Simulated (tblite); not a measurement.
# C7H9BO3: the cost of one run

The runs use tblite 0.8.0 and PySCF 2.14.0, with density-fitted response routines of our own; the level of theory stands in each step. All values are computed, except where a source is named. Atoms count from 0, in the outputs and in this text.

## (1) The molecule as given

20 atoms, charge 0, multiplicity 1; geometry from: force field or distance geometry start.

Bonds of the start (Å): B0–O1 1.46, O1–C2 1.41, C2–C3 1.50, C3–C4 1.49, C4–C5 1.48, C5–C6 1.40, C6–C7 1.38, C7–C8 1.39, C8–O9 1.32, C4–O10 1.40, O10–B0 1.45, O9–C5 1.31, B0–H11 1.18, C2–H12 1.11, C2–H13 1.12, C3–H14 1.12, C3–H15 1.13, C4–H16 1.12, C6–H17 1.09, C7–H18 1.08, C8–H19 1.09.

## (2) Geometry optimisation with GFN2-xTB

Job settings and geometry (Å):

```
{"job": {"kind": "relax", "xc": "GFN2-xTB", "basis": "xTB"}, "charge": 0, "multiplicity": 1}
B     -2.137900     1.501900    -0.484300
O     -2.829900     0.596800     0.428200
C     -2.596400    -0.693600    -0.089900
C     -1.141800    -1.013800    -0.234000
C     -0.340800     0.205700     0.047600
C      1.119700    -0.012300     0.013900
C      2.048000     1.036300     0.105900
C      3.314600     0.486200     0.060400
C      3.109600    -0.881700    -0.066500
O      1.811100    -1.120200    -0.082000
O     -0.738100     1.262000    -0.776200
H     -2.819400     1.944100    -1.346300
H     -3.123300    -0.702000    -1.067100
H     -3.106100    -1.419300     0.590300
H     -0.948900    -1.345200    -1.283900
H     -0.934300    -1.851800     0.495200
H     -0.583100     0.537700     1.091900
H      1.784900     2.092900     0.207700
H      4.234000     1.041900     0.110700
H      3.872700    -1.654700    -0.134400
```

Run with:

```sh
$ OMP_NUM_THREADS=1 python probes_run.py task.json out
```

The driver reads the jobs from task.json and runs them one after another.

Q: Estimate the wall time of this first job on 1 thread of Arm Neoverse V2, shared host.

About 1 s.
